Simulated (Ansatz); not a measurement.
**GeNH4O (SMILES [NH][GeH2][OH]): USVWN5/def2-SVPD**

What is the vertical ionisation energy of GeNH4O at USVWN5/def2-SVPD? 

The results are computed with Ansatz 0.2.0.

66 further runs of the same task are left out: 66 set aside as unsound or not needed.

### Step 1. The system as given

GeNH4O: 7 atoms, total charge 0, spin state doublet. SMILES: `[NH][GeH2][OH]`. The shape is that of a PBE0-D4/def2-TZVP optimisation. This is one conformer, not always the lowest.

Bond lengths: N1–Ge2 1.860 Å, Ge2–O3 1.772 Å, N1–H4 1.025 Å, Ge2–H5 1.544 Å, Ge2–H6 1.536 Å, O3–H7 0.961 Å. Angles: N1–Ge2–O3 106.5°, N1–Ge2–H5 107.6°, N1–Ge2–H6 113.8°, O3–Ge2–H5 110.8°, O3–Ge2–H6 105.4°, Ge2–N1–H4 110.2°, Ge2–O3–H7 111.8°, H5–Ge2–H6 112.6°.

### Step 2. A single-point energy at USVWN5/def2-SVPD

run.yaml

```yaml
crystal:
  periodic: [false, false, false]
  atoms:
    - {symbol: "N", position_ang: [-1.180000, -0.629600, -0.704300]}
    - {symbol: Ge, position_ang: [0.091800, 0.357900, 0.227300]}
    - {symbol: O, position_ang: [1.488100, -0.708500, 0.454200]}
    - {symbol: H, position_ang: [-2.073700, -0.127300, -0.724700]}
    - {symbol: H, position_ang: [0.468500, 1.575300, -0.644200]}
    - {symbol: H, position_ang: [-0.348300, 0.758200, 1.642900]}
    - {symbol: H, position_ang: [1.614800, -1.294000, -0.296700]}
basis:
  gaussian: {orbitals: def2-SVPD}
magnetization: {spin_polarized: true, initial_magnetization: 1}
hamiltonian: {xc: {name: SVWN5}}
accuracy: high
output: {orbitals: {seedname: orbitals}}
```

Started as:

```
ansatz run run.yaml --threads 1 --pin off --max-ram 3480MiB --events-out events.jsonl --progress --plain --runs-dir runs
```

Standard output:

```text
Warning: RAYON_NUM_THREADS=1 ignored (pool sized by the plan → 1); use --threads N
Functional definition: SVWN5
  name "SVWN5"
  exchange = slater_x
  correlation = vwn5_c
2285 factors; integrals over basis functions are off by at most 4.7e-9 eV
mean field evaluation 1: about -59984.2167 eV, gradient 5.7e1 eV
mean field evaluation 2: about -59883.1701 eV, gradient 1.5e2 eV
mean field evaluation 4: about -59995.8406 eV, gradient 1.0e1 eV
mean field evaluation 8: about -59996.2859 eV, gradient 5.4e-1 eV
mean field evaluation 16: about -59996.2872 eV, gradient 6.6e-5 eV
mean field -59996.28721026 eV, -2204.8228880329 hartree, gradient 9.9e-8 eV, S^2 0.753388; 1 other end points of the search recorded, 0 dependent functions left out
reference -59996.28721423 eV, -2204.8228881790 hartree; 26, 25 occupied and 87, 88 virtual orbitals, 2285 factors
Total energy: -59996.28721423 eV, -2204.8228881790 hartree
```

Run time: 8.4 s. Hardware: 1 thread of Arm Neoverse V1, shared host; peak memory 0.36 GiB.

### Step 3. The singlet cation at the same level

input.yaml

```yaml
crystal:
  periodic: [false, false, false]
  atoms:
    - {symbol: N, position_ang: [-1.180000, -0.629600, -0.704300]}
    - {symbol: Ge, position_ang: [0.091800, 0.357900, 0.227300]}
    - {symbol: O, position_ang: [1.488100, -0.708500, 0.454200]}
    - {symbol: H, position_ang: [-2.073700, -0.127300, -0.724700]}
    - {symbol: H, position_ang: [0.468500, 1.575300, -0.644200]}
    - {symbol: H, position_ang: [-0.348300, 0.758200, 1.642900]}
    - {symbol: H, position_ang: [1.614800, -1.294000, -0.296700]}
basis:
  gaussian:
    orbitals: def2-SVPD
total_charge: 1
hamiltonian:
  xc: {name: SVWN5}
accuracy: high
output: {orbitals: {seedname: orbitals}}
```

Started as:

```
ansatz run input.yaml --threads 1 --pin off --max-ram 3480MiB --events-out events.jsonl --progress --plain --runs-dir runs
```

Standard output:

```text
Warning: RAYON_NUM_THREADS=1 ignored (pool sized by the plan → 1); use --threads N
[... 4 set-up lines as earlier in the session ...]
2284 factors; integrals over basis functions are off by at most 4.7e-9 eV
mean field evaluation 1: about -59946.1847 eV, gradient 1.3e2 eV
mean field evaluation 2: about -59616.9787 eV, gradient 2.9e2 eV
mean field evaluation 4: about -59917.3540 eV, gradient 1.5e2 eV
mean field evaluation 8: about -59972.7553 eV, gradient 6.8e1 eV
mean field evaluation 16: about -59985.8026 eV, gradient 3.5e-2 eV
mean field evaluation 32: about -59984.4885 eV, gradient 1.1e1 eV
mean field -59985.80264726 eV, -2204.4375874493 hartree, gradient 5.9e-9 eV, S^2 0.000000; 3 other end points of the search recorded, 0 dependent functions left out
reference -59985.80265155 eV, -2204.4375876070 hartree; 25, 25 occupied and 88, 88 virtual orbitals, 2284 factors
Total energy: -59985.80265155 eV, -2204.4375876070 hartree
```

Run time: 8.4 s. Hardware: 1 thread of Arm Neoverse V1, shared host; peak memory 0.31 GiB.

### Step 4. Outcome

At USVWN5/def2-SVPD:

| quantity | value |
| --- | --- |
| doublet GeNH4O: total energy | -2204.82289 Eh |
| doublet GeNH4O: HOMO energy (highest over α and β) | -6.77 eV |
| doublet GeNH4O: LUMO energy (lowest over α and β) | -5.43 eV |
| doublet GeNH4O: ⟨S²⟩ | 0.753 |
| singlet cation: total energy | -2204.43759 Eh |
| singlet cation: HOMO energy | -13.89 eV |
| singlet cation: LUMO energy | -13.64 eV |
| singlet cation: HOMO–LUMO gap | 0.25 eV |
| vertical ionisation energy (to the singlet cation) | 10.485 eV |

Removing an electron at fixed nuclei costs 10.48 eV (242 kcal/mol). Only the singlet of the ionised species was computed; a triplet could lie lower.
